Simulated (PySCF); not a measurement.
# [OsH4(NO)]−: other functionals and bases at one geometry

One table from this session's results is given with a row withheld; the runs are named, their logs left out.

Program: PySCF 2.14.0. Level of theory: several levels, as the steps say, no spin–orbit coupling. These are calculated values, not measurements.

4 further runs of the same task are left out: 2 for a known fault of the program, 1 that didn't finish, 1 set aside as unsound or not needed.

## The system as given

7 atoms, charge -1, spin multiplicity 1.

Bond lengths: Os1–H2 1.593 Å, Os1–H3 1.706 Å, Os1–H4 1.721 Å, Os1–H5 1.706 Å, Os1–N6 1.784 Å, N6–O7 1.206 Å. Angles: H2–Os1–H3 90.4°, H2–Os1–H4 109.1°, H2–Os1–H5 90.4°, H2–Os1–N6 92.6°, H3–Os1–H4 76.1°, H3–Os1–H5 150.9°, H3–Os1–N6 104.5°, H4–Os1–H5 76.1°, H4–Os1–N6 158.3°, H5–Os1–N6 104.5°, Os1–N6–O7 163.0°.

As a file:

```
atom    x (Å)    y (Å)    z (Å)
 Os1   0.0000   0.2077  -0.0527
  H2   0.0000   0.1347   1.5387
  H3   1.6514   0.6360  -0.0458
  H4   0.0000   1.8575  -0.5407
  H5  -1.6514   0.6360  -0.0458
  N6   0.0000  -1.5687  -0.2144
  O7   0.0000  -2.6849  -0.6697
```

Formal oxidation states: Os +2. An earlier session relaxed this geometry at TPSS, Os def2-SVP with ECP60, H def2-SVP, N def2-SVP, O def2-SVP (singlet, point group Cs).

At TPSS on the finer grid: E = -222.997425 Eh, HOMO 0.01 eV, LUMO 2.14 eV, Mulliken charge on Os1 -0.08 e, largest force component 0.017 eV/Å. The highest filled level lies above zero; it isn't the detachment energy.

Levels to run: HF; CAM-B3LYP; BP86; PBE0; TPSS, TZVP; TPSS, x2c-SVP. Hardware: 2 threads of Arm Neoverse V1, shared host.

Set-up of the first run:

Contents of run.py (the lines that set the calculation):

```python
mol = gto.M(atom='''
Os     0.00000     0.20769    -0.05268
H      0.00000     0.13472     1.53873
H      1.65141     0.63597    -0.04580
H      0.00000     1.85752    -0.54072
H     -1.65141     0.63597    -0.04580
N      0.00000    -1.56866    -0.21444
O      0.00000    -2.68489    -0.66973''',
    basis={'Os': 'def2-SVP', 'H': 'def2-SVP', 'N': 'def2-SVP', 'O': 'def2-SVP'},
    ecp={'Os': 'def2-SVP'},
    charge=-1, spin=0)
mf = scf.RHF(mol)
mf = mf.density_fit()  # fitting sets: Os def2-universal-JKFIT, H def2-universal-JKFIT, N def2-universal-JKFIT, O def2-universal-JKFIT
mf.conv_tol = 1e-08; mf.max_cycle = 55
mf.kernel(dm0)  # dm0: the density of the relaxed state
```

Command:

```bash
$ OMP_NUM_THREADS=2 python run.py
```

Steps of the session up to this table: HF; CAM-B3LYP; BP86; PBE0; TPSS, TZVP; TPSS, x2c-SVP.

One table of the session follows, with a row left open; its other results are not shown here.

```
              level  HOMO (eV)  gap (eV)  dipole (D)  largest force component (eV/Å)
TPSS (relaxed here)       0.01      2.13        0.74                            0.02
                 HF      -4.25      9.89        0.74                            3.45
          CAM-B3LYP      -2.56      6.25        0.52                            1.37
               BP86       0.05      1.90        0.62                            0.17
               PBE0      -1.32      4.07        0.50                            1.48
         TPSS, TZVP          ?         ?           ?                               ?
      TPSS, x2c-SVP       0.07      2.10        0.56                            0.56
```

Estimate the missing values for TPSS, TZVP.

The run gave: HOMO (eV): -0.11; gap (eV): 2.06; dipole (D): 0.48; largest force component (eV/Å): 0.58. In the column «HOMO (eV)» it lies between PBE0 (-1.32) and TPSS (relaxed here) (0.01).

The dipole of a charged species depends on the origin, so these sizes hold for this origin alone.

In one basis the HOMO–LUMO gap runs from 1.90 eV (BP86) to 9.89 eV (HF). The largest leftover force, 3.45 eV/Å with HF, stands at a geometry relaxed at another level. Total energies of different levels can't be compared.
